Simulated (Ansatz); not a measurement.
**BrCl: how energies converge with the basis set**

One table from this session's results is given with a row withheld; the runs are named, their logs left out.

Method: one geometry, several basis sets; program: Ansatz 0.2.0, Gaussian basis.

Levels to be run: PBE0-D4/def2-SVP; ωB97M-V/def2-SVP; PBE0-D4/def2-QZVPP; ωB97M-V/def2-QZVPP; the functionals' def2-TZVPP values are taken from earlier runs.

**The relaxed structure**

An earlier PBE0-D4 in a triple-zeta def2 set relaxation fixed the geometry.

SMILES `ClBr`, 2 atoms, charge 0, spin multiplicity 1.

Atoms are counted from 1 here; the program's logs count them from 0.

Bond lengths: Cl1–Br2 2.133 Å.

The first run:

in.yaml

```yaml
crystal:
  periodic: [false, false, false]
  atoms:
    - {symbol: Cl, position_ang: [-0.000000, -0.000000, 0.001579]}
    - {symbol: Br, position_ang: [0.000000, 0.000000, 2.134486]}
basis:
  gaussian: {orbitals: def2-SVP}
hamiltonian: {xc: pbe0, dispersion: d4}
output: {orbitals: {seedname: orbitals}}
```

The run is started by

```console
ansatz run in.yaml --threads 2 --pin off --events-out ev --progress --plain --max-ram 32768MiB --backend cpu
```

Among the steps run: PBE0-D4 in def2-SVP; ωB97M-V in def2-SVP; PBE0-D4 in def2-QZVPP; ωB97M-V in def2-QZVPP.

One of the session's tables, all rows but one given; the rest of the session is left out.

It belongs to the step «Density functionals: the series». 

```
functional       basis  HOMO (eV)  LUMO (eV)
   PBE0-D4    def2-SVP      -8.22      -3.20
   PBE0-D4  def2-TZVPP      -8.34      -3.31
   PBE0-D4  def2-QZVPP      -8.37      -3.35
   ωB97M-V    def2-SVP     -10.42      -0.86
   ωB97M-V  def2-TZVPP     -10.56      -1.07
   ωB97M-V  def2-QZVPP          ?          ?
```

Estimate the missing values for ωB97M-V, def2-QZVPP.

**Answer.** HOMO (eV): -10.61; LUMO (eV): -1.17. In the column «HOMO (eV)» it is the lowest.
